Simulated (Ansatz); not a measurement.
The system is CsLiCr2Te2S3.

```xyz
9
Lattice="3.6036 0.0000 0.0000 -1.8018 3.1208 0.0000 0.0000 0.0000 19.0665" Properties=species:S:1:pos:R:3 pbc="T T T"
Cs    0.0000    0.0000    7.1307
Li    1.8018    1.0403    0.3064
Cr    0.0000    0.0000   16.5187
Cr    0.0000    2.0805    3.2095
Te    0.0000    2.0805   10.2751
Te    1.8018    1.0403   14.7338
S     0.0000    0.0000    1.9124
S     0.0000    2.0805   17.7166
S     1.8018    1.0403    4.4631
```

The cell was built by a generator and needn't be a form met in nature.

- Program: Ansatz 0.2.0
- Task: relaxation of cell and atoms
- Functional: PBEsol
- Dispersion: D3(BJ)
- Potentials or basis: Ansatz PAW
- Cutoff: 420 eV (not typed: the program's choice for these potentials)
- k mesh: 6 × 6 × 1
- Occupations: fermi-dirac, width 0.05 eV
- Spin: collinear spin, ferromagnetic start
- Starting moments: [0.0, 0.0, 3.0, 3.0, 0.0, 0.0, 0.0, 0.0, 0.0] μB

At the start: volume 23.82 Å³/atom.

How do energy, volume and symmetry change on relaxing?

It ends after 27 steps and the volume is 21.02 Å³/atom (-11.8 %); space group P3m1 (No. 156, to 0.05 Å); moment 5.85 μB per cell.

Step by step:
```
step  energy change (eV)  largest force (eV/Å)  volume (Å³)
   1              0.0000                1.4881       214.42
   2             -0.0103                0.6772       212.91
   3             -0.1286                0.6307       206.91
   4             -0.2790                1.8496       196.66
   5             -0.3506                0.6289       192.14
   6             -0.3786                0.4722       190.00
   7             -0.3794                1.3021       188.54
   8             -0.3863                0.2943       189.48
   9             -0.3872                0.2324       189.55
  10             -0.3881                0.1839       189.65
  11             -0.3890                0.2062       189.68
  12             -0.3904                0.1786       189.75
  13             -0.3912                0.1621       189.81
  14             -0.3918                0.3065       189.64
  15             -0.3922                0.1076       189.81
  16             -0.3930                0.0878       189.93
  17             -0.3934                0.1040       189.84
  18             -0.3939                0.1112       189.60
  19             -0.3942                0.0443       189.38
  20             -0.3943                0.0259       189.26
  21             -0.3944                0.0152       189.09
  22             -0.3944                0.0169       189.11
  23             -0.3944                0.0159       189.17
  24             -0.3945                0.0103       189.19
  25             -0.3945                0.0118       189.13
  26             -0.3945                0.0040       189.15
  27             -0.3917                0.0037       189.15
```

Final structure:
```xyz
9
Lattice="3.5207 0.0000 0.0000 -1.7604 3.0491 0.0000 0.0000 0.0000 17.6199" Properties=species:S:1:pos:R:3 pbc="T T T"
Cs    0.0000    0.0000    6.8427
Li    1.7604    1.0164    0.3637
Cr    0.0000    0.0000   14.9802
Cr    0.0000    2.0327    3.0624
Te    0.0000    2.0327    9.8867
Te    1.7604    1.0164   13.0863
S     0.0000    0.0000    1.7767
S     0.0000    2.0327   16.1959
S     1.7604    1.0164    4.2850
```

Caveat: the plane-wave basis is chosen anew once the cell has moved, so the energies of steps on either side of that aren't comparable; only a ferromagnetic start was run, and an antiferromagnetic order may lie lower in energy; pairwise dispersion overbinds metals, which lowers pressure and volume; the PAW data sets come from PBE, with cores solved anew for the run's functional, which leaves a small shift of forces and pressure.
